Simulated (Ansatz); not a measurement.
# CH₂F₂SSi: one species, many methods

One table from this session's results is given with a row withheld; the runs are named, their logs left out.

The runs use Ansatz 0.2.0, Gaussian basis; functionals in def2-TZVPP, the program's frozen cores in correlated methods.

Levels to be run: LDA (SPW92), PBE-D4, revPBE-D4, BLYP-D4, r2SCAN-D4, B97M-V, PBE0-D4, B3LYP-D4, r2SCANh-D4, r2SCAN0-D4, HSE06-D4, BHLYP-D4, CAM-B3LYP-D4, LC-ωPBE, ωB97X-V, ωB97M-V, B2PLYP, PBE-QIDH; CCSD(T)/def2-SVP; CCSD(T)/def2-TZVPP; MP2/def2-QZVPP; extrapolation to the limit; RPA on PBE.

## The geometry

The geometry comes from an earlier relaxation with PBE0-D4 in a triple-zeta def2 set; it is a stationary point, not always the lowest conformer.

SMILES `F[Si]1(F)CS1`, 7 atoms, charge 0, spin multiplicity 1.

Atoms are counted from 1 here; the program's logs count them from 0.

Bond lengths: F1–Si2 1.576 Å, Si2–F3 1.576 Å, Si2–C4 1.804 Å, Si2–S5 2.040 Å, C4–S5 1.927 Å, C4–H6 1.086 Å, C4–H7 1.086 Å. Angles: F1–Si2–F3 105.5°, F1–Si2–C4 121.6°, F1–Si2–S5 121.7°, F3–Si2–C4 121.6°, F3–Si2–S5 121.7°, C4–Si2–S5 59.8°, Si2–C4–S5 66.2°, Si2–C4–H6 121.3°, Si2–C4–H7 121.3°, S5–C4–H6 111.6°, S5–C4–H7 111.6°, H6–C4–H7 113.6°, Si2–S5–C4 54.0°.

Set-up of the first run:

in.yaml

```yaml
crystal:
  periodic: [false, false, false]
  atoms:
    - {symbol: F, position_ang: [-0.217994, -2.140569, 0.248751]}
    - {symbol: Si, position_ang: [0.446852, -0.713657, 0.166427]}
    - {symbol: F, position_ang: [1.649141, -0.748713, 1.185327]}
    - {symbol: C, position_ang: [-0.539526, 0.776117, -0.081362]}
    - {symbol: S, position_ang: [0.563607, 0.313302, -1.592685]}
    - {symbol: H, position_ang: [-0.244732, 1.726499, 0.352861]}
    - {symbol: H, position_ang: [-1.595949, 0.719120, -0.325120]}
basis:
  gaussian: {orbitals: def2-TZVPP}
hamiltonian: {xc: lda}
output: {orbitals: {seedname: orbitals}}
```

Command:

```bash
$ ansatz run in.yaml --threads 2 --pin off --events-out ev --progress --plain --max-ram 4352MiB
```

Among the steps run: LDA; PBE-D4 (GGA); revPBE-D4 (GGA); BLYP-D4 (GGA); r2SCAN-D4 (meta-GGA); B97M-V (meta-GGA); PBE0-D4 (hybrid); B3LYP-D4 (hybrid); r2SCANh-D4 (hybrid); r2SCAN0-D4 (hybrid); HSE06-D4 (hybrid); BHLYP-D4 (hybrid); CAM-B3LYP-D4 (range-separated); LC-ωPBE (range-separated); ωB97X-V (range-separated); ωB97M-V (range-separated); B2PLYP (double hybrid); PBE-QIDH (double hybrid).

One table of the session follows, with a row left open; its other results are not shown here.

It belongs to the step «Orbital energies across the functionals». 

| functional | HOMO (eV) | gap (eV) |
| --- | --- | --- |
| LDA (SPW92) | ? | ? |
| PBE-D4 | -6.42 | 4.78 |
| revPBE-D4 | -6.36 | 4.82 |
| BLYP-D4 | -6.24 | 4.70 |
| r2SCAN-D4 | -6.68 | 5.33 |
| B97M-V | -6.75 | 5.42 |
| PBE0-D4 | -7.68 | 7.02 |
| B3LYP-D4 | -7.41 | 6.49 |
| r2SCANh-D4 | -7.15 | 6.15 |
| r2SCAN0-D4 | -7.85 | 7.37 |
| HSE06-D4 | -7.27 | 6.23 |
| BHLYP-D4 | -8.77 | 9.12 |
| CAM-B3LYP-D4 | -9.00 | 9.42 |
| LC-ωPBE | -10.42 | 12.12 |
| ωB97X-V | -10.04 | 11.59 |
| ωB97M-V | -9.86 | 11.21 |

Estimate the missing values for LDA (SPW92).

The run gave: HOMO (eV): -6.56; gap (eV): 4.68. In the column «HOMO (eV)» it lies between r2SCAN-D4 (-6.68) and PBE-D4 (-6.42).
